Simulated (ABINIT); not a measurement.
# In3As (P1) in ABINIT: single point with PBEsol

Aim: the single point of In3As with PBEsol.

Program: ABINIT 10.8.3 (patched build). These are calculated values, not measurements. Logs are shortened: lines on timing, memory, paths and dates and some standing lists are left out, and cuts for length are marked. The log counts tension as positive stress, the text compression.

### 1 The cell of the first run

The typed cell holds 4 atoms: a = 4.672 Å, b = 4.672 Å, c = 4.672 Å, α = 90.00°, β = 90.00°, γ = 90.00°.

The cell comes from a database or a generator and needn't be the stable form of this composition.

### 2 Single point, PBEsol (atoms moved at random, drawn with an rms of 0.05 Å)

run.abi

```
# Pseudopotentials
pp_dirpath "./"
pseudos "In.upf, As.upf"

# Structure
acell 8.8281976316 8.8281976316 8.8281976316
rprim
     1.0000000000     0.0000000000     0.0000000000
     0.0000000000     1.0000000000     0.0000000000
     0.0000000000     0.0000000000     1.0000000000
ntypat 2
znucl 49 33
natom 4
typat 1 1 1 2
xred
     0.5028690000     0.4979900000    -0.0089040000
     0.4937360000    -0.0117320000     0.4955530000
    -0.0097910000     0.4974800000     0.5102530000
    -0.0010710000     0.0083410000    -0.0029350000
chkprim 0
chksymtnons 0
tolsym 1.0e-6

# Plane-wave basis
ecut 1142.878222 eV

# k points
kptopt 1
ngkpt 6 6 6
nshiftk 1
shiftk 0.0 0.0 0.0

# Exchange and correlation
ixc -116133

# Bands and occupations
nband 33
occopt 3
tsmear 0.00183747

# SCF cycle
nstep 100
tolvrs 1.0e-10

# Output
iomode 3
prtwf 0
prtden 0
prteig 0
prtebands 0
enunit 2
```

Potentials or basis: PseudoDojo NC SR PBEsol v0.4.1 standard.

On the command line:

```
> abinit run.abi > log 2>&1
```

run.abo:

```text
.Version 10.8.3 of ABINIT
 Symmetries : space group P1 (#  1); Bravais aP (primitive triclinic)
================================================================================
 Values of the parameters that define the memory need of the present run
     intxc =       0    ionmov =       0      iscf =       7    lmnmax =       6
     lnmax =       6     mgfft =      54  mpssoang =       3    mqgrid =    3001
     natom =       4  nloc_mem =       1    nspden =       1   nspinor =       1
    nsppol =       1      nsym =       1    n1xccc =    2501    ntypat =       2
    occopt =       3   xclevel =       2
       mpw =        8974          nfft =      157464          nkpt =         112
================================================================================
================================================================================

--------------------------------------------------------------------------------
------------- Echo of variables that govern the present computation ------------
--------------------------------------------------------------------------------
 -outvars: echo values of preprocessed input variables --------
            acell      8.8281976316E+00  8.8281976316E+00  8.8281976316E+00 Bohr
              amu      1.14820000E+02  7.49215900E+01
          chkprim           0
      chksymtnons           0
             ecut      4.20000000E+01 Hartree
           enunit           2
                       outvar_i_n : Printing only first  50 k-points.
              ixc     -116133
                       outvar_i_n : Printing only first  50 k-points.
         kptrlatt        6    0    0      0    6    0      0    0    6
          kptrlen      5.29691858E+01
            natom           4
            nband          33
            ngfft          54      54      54
             nkpt         112
            nstep         100
             nsym           1
           ntypat           2
                       prtocc : prtvol=0, do not print more k-points.
           occopt           3
           prtden           0
        prtebands           0
           prteig           0
            prtwf           0
          spgroup           1
           tolsym      1.00000000E-06
           tolvrs      1.00000000E-10
           tsmear      1.83747000E-03 Hartree
            typat      1  1  1  2
                       outvars : Printing only first  50 k-points.
           xangst      2.3492435512E+00  2.3264504196E+00 -4.1596647596E-02
                       2.3065770886E+00 -5.4808161455E-02  2.3150655330E+00
                      -4.5740428640E-02  2.3240678623E+00  2.3837392437E+00
                      -5.0033703476E-03  3.8966491194E-02 -1.3711383726E-02
            xcart      4.4394269148E+00  4.3963541386E+00 -7.8606271712E-02
                       4.3587989858E+00 -1.0357241461E-01  4.3748398209E+00
                      -8.6436883011E-02  4.3918517578E+00  4.5046143261E+00
                      -9.4549996634E-03  7.3635996445E-02 -2.5910760049E-02
             xred      5.0286900000E-01  4.9799000000E-01 -8.9040000000E-03
                       4.9373600000E-01 -1.1732000000E-02  4.9555300000E-01
                      -9.7910000000E-03  4.9748000000E-01  5.1025300000E-01
                      -1.0710000000E-03  8.3410000000E-03 -2.9350000000E-03
            znucl       49.00000   33.00000

================================================================================

 chkinp: Checking input parameters for consistency.

================================================================================
== DATASET  1 ==================================================================

--- !DatasetInfo
iteration_state: {dtset: 1, }
dimensions: {natom: 4, nkpt: 112, mband: 33, nsppol: 1, nspinor: 1, nspden: 1, mpw: 8974, }
cutoff_energies: {ecut:  42.0, pawecutdg:  -1.0, }
electrons: {nelect:   5.40000000E+01, charge:   0.00000000E+00, occopt:   3.00000000E+00, tsmear:   1.83747000E-03, }
meta: {optdriver: 0, ionmov: 0, optcell: 0, iscf: 7, paral_kgb: 0, }
...

 Real(R)+Recip(G) space primitive vectors, cartesian coordinates (Bohr,Bohr^-1):
 R(1)=  8.8281976  0.0000000  0.0000000  G(1)=  0.1132734  0.0000000  0.0000000
 R(2)=  0.0000000  8.8281976  0.0000000  G(2)=  0.0000000  0.1132734  0.0000000
 R(3)=  0.0000000  0.0000000  8.8281976  G(3)=  0.0000000  0.0000000  0.1132734
 Unit cell volume ucvol=  6.8804389E+02 bohr^3
 Angles (23,13,12)=  9.00000000E+01  9.00000000E+01  9.00000000E+01 degrees

 getcut: wavevector=  0.0000  0.0000  0.0000  ngfft=  54  54  54
         ecut(hartree)=     42.000   => boxcut(ratio)=   2.09668

[... 63 lines left out ...]
xred      :
- [  5.0287E-01,   4.9799E-01,  -8.9040E-03, In]
- [  4.9374E-01,  -1.1732E-02,   4.9555E-01, In]
- [ -9.7910E-03,   4.9748E-01,   5.1025E-01, In]
- [ -1.0710E-03,   8.3410E-03,  -2.9350E-03, As]
cartesian_forces: # hartree/bohr
- [ -1.32608113E-03,  -1.38925865E-03,   2.88730747E-03, ]
- [ -9.57629875E-04,   1.24780980E-03,  -1.34963205E-03, ]
- [  1.64581697E-03,  -1.34449347E-03,  -1.82571795E-03, ]
- [  6.37894036E-04,   1.48594231E-03,   2.88042525E-04, ]
force_length_stats: {min:   1.64252910E-03, max:   3.46771902E-03, mean:   2.49613665E-03, }
...

 Integrated electronic density in atomic spheres:
 ------------------------------------------------
 Atom  Sphere_radius  Integrated_density
    1        2.00000          9.90461350
    2        2.00000          9.90585127
    3        2.00000          9.90596216
    4        2.00000         12.22037919
================================================================================

 ----iterations are completed or convergence reached----

 Mean square residual over all n,k,spin=   19.547E-08; max=  15.786E-05
 reduced coordinates (array xred) for    4 atoms
       0.502869000000      0.497990000000     -0.008904000000
       0.493736000000     -0.011732000000      0.495553000000
      -0.009791000000      0.497480000000      0.510253000000
      -0.001071000000      0.008341000000     -0.002935000000
 rms dE/dt=  1.3210E-02; max dE/dt=  1.6126E-02; dE/dt below (all hartree)
    1       0.011710517436      0.012261712683     -0.025481103950
    2       0.008457756963     -0.011018848793      0.011923435542
    3      -0.014525986276      0.011866516820      0.016126415923
    4      -0.005627843450     -0.013121129651     -0.002534279276

 cartesian coordinates (angstrom) at end:
    1      2.34924355119050     2.32645041960701    -0.04159664759570
    2      2.30657708864653    -0.05480816145471     2.31506553301775
    3     -0.04574042863988     2.32406786229863     2.38373924367103
    4     -0.00500337034760     0.03896649119449    -0.01371138372567

 cartesian forces (hartree/bohr) at end:
    1     -0.00132608112740    -0.00138925864944     0.00288730747474
    2     -0.00095762987500     0.00124780980420    -0.00134963205167
    3      0.00164581696631    -0.00134449346857    -0.00182571794789
    4      0.00063789403609     0.00148594231381     0.00028804252482
 frms,max,avg= 1.4963341E-03 2.8873075E-03  -4.090E-07  3.327E-07 -9.761E-07 h/b

 cartesian forces (eV/Angstrom) at end:
    1     -0.06818983325843    -0.07143855206192     0.14847131989156
    2     -0.04924330808303     0.06416495999294    -0.06940087047613
    3      0.08463131115259    -0.06913663390929    -0.09388219157277
    4      0.03280183018887     0.07641022597827     0.01481174215734
 frms,max,avg= 7.6944595E-02 1.4847132E-01  -2.103E-05  1.711E-05 -5.019E-05 e/A
 length scales=  8.828197631600  8.828197631600  8.828197631600 bohr
              =  4.671680996821  4.671680996821  4.671680996821 angstroms
 Fermi (or HOMO) energy (hartree) =   0.21348   Average Vxc (hartree)=  -0.39341
 Eigenvalues (hartree) for nkpt= 112  k points:
 kpt#   1, nband= 33, wtk=  0.00463, kpt=  0.0000  0.0000  0.0000 (reduced coord)
  -1.08814   -1.08813   -1.08813   -1.08812   -1.08811   -0.32283   -0.32229   -0.32216
  -0.32206   -0.31556   -0.31539   -0.30955   -0.30941   -0.30940   -0.30763   -0.30760
  -0.30337   -0.30255   -0.30254   -0.30248   -0.19699   -0.01571    0.10853    0.10980
   0.11003    0.14466    0.14549    0.29136    0.29165    0.29181    0.38169    0.38231
   0.38250
      occupation numbers for kpt#   1
   2.00000    2.00000    2.00000    2.00000    2.00000    2.00000    2.00000    2.00000
   2.00000    2.00000    2.00000    2.00000    2.00000    2.00000    2.00000    2.00000
   2.00000    2.00000    2.00000    2.00000    2.00000    2.00000    2.00000    2.00000
   2.00000    2.00000    2.00000    0.00000    0.00000    0.00000    0.00000    0.00000
   0.00000
 prteigrs : prtvol=0 or 1, do not print more k-points.

 Fermi (or HOMO) energy (eV) =   5.80912   Average Vxc (eV)= -10.70519
 Eigenvalues (   eV  ) for nkpt= 112  k points:
 kpt#   1, nband= 33, wtk=  0.00463, kpt=  0.0000  0.0000  0.0000 (reduced coord)
 -29.60992  -29.60961  -29.60939  -29.60915  -29.60892   -8.78479   -8.77000   -8.76651
  -8.76368   -8.58676   -8.58213   -8.42317   -8.41957   -8.41909   -8.37110   -8.37025
  -8.25499   -8.23276   -8.23244   -8.23103   -5.36026   -0.42747    2.95317    2.98772
   2.99396    3.93640    3.95902    7.92829    7.93614    7.94068   10.38640   10.40316
  10.40844
 prteigrs : prtvol=0 or 1, do not print more k-points.

--- !EnergyTerms
iteration_state     : {dtset: 1, }
comment             : Components of total free energy in Hartree
kinetic             :  2.01343088048799E+02
hartree             :  7.14819369765897E+01
xc                  : -8.29229751169796E+01
Ewald energy        : -1.89619766406679E+02
psp_core            :  8.18825508637402E+00
local_psp           : -2.16894329775024E+02
non_local_psp       : -9.63888550064315E+01
internal            : -3.04812646193351E+02
'-kT*entropy'       : -5.30631849716884E-04
total_energy        : -3.04813176825201E+02
total_energy_eV     : -8.29438908745505E+03
band_energy         : -1.94404373293815E+01
...

 Cartesian components of stress tensor (hartree/bohr^3)
  sigma(1 1)=  7.79648269E-05  sigma(3 2)=  1.33061645E-06
  sigma(2 2)=  7.95682980E-05  sigma(3 1)=  1.80614732E-06
  sigma(3 3)=  7.79674146E-05  sigma(2 1)=  9.72800492E-07

-Cartesian components of stress tensor (GPa)         [Pressure= -2.3096E+00 GPa]
- sigma(1 1)=  2.29380440E+00  sigma(3 2)=  3.91480875E-02
- sigma(2 2)=  2.34098015E+00  sigma(3 1)=  5.31386888E-02
- sigma(3 3)=  2.29388053E+00  sigma(2 1)=  2.86207786E-02

== END DATASET(S) ==============================================================
================================================================================

 -outvars: echo values of variables after computation  --------
            acell      8.8281976316E+00  8.8281976316E+00  8.8281976316E+00 Bohr
           etotal     -3.0481317683E+02
            fcart     -1.3260811274E-03 -1.3892586494E-03  2.8873074747E-03
                      -9.5762987500E-04  1.2478098042E-03 -1.3496320517E-03
                       1.6458169663E-03 -1.3444934686E-03 -1.8257179479E-03
                       6.3789403609E-04  1.4859423138E-03  2.8804252482E-04
           strten      7.7964826898E-05  7.9568298031E-05  7.7967414620E-05
                       1.3306164499E-06  1.8061473226E-06  9.7280049197E-07
           xangst      2.3492435512E+00  2.3264504196E+00 -4.1596647596E-02
                       2.3065770886E+00 -5.4808161455E-02  2.3150655330E+00
                      -4.5740428640E-02  2.3240678623E+00  2.3837392437E+00
                      -5.0033703476E-03  3.8966491194E-02 -1.3711383726E-02
             xred      5.0286900000E-01  4.9799000000E-01 -8.9040000000E-03
                       4.9373600000E-01 -1.1732000000E-02  4.9555300000E-01
                      -9.7910000000E-03  4.9748000000E-01  5.1025300000E-01
                      -1.0710000000E-03  8.3410000000E-03 -2.9350000000E-03
 Calculation completed.
```

Wall time 28 min (1 thread of Arm Neoverse V2, shared host); peak memory 0.58 GiB.

Results:

* Free energy: -8294.3891 eV
* Pressure: -2.3 GPa
* Largest force: 0.178 eV/Å
* Band gap on the k mesh: none (metal or under the smearing width)
* Valence electrons inside the program's atomic spheres: In 9.90, 9.91; As 12.22

Forces on the atoms (eV/Å):
```
In  -0.068 -0.071  0.148
In  -0.049  0.064 -0.069
In   0.085 -0.069 -0.094
As   0.033  0.076  0.015
```
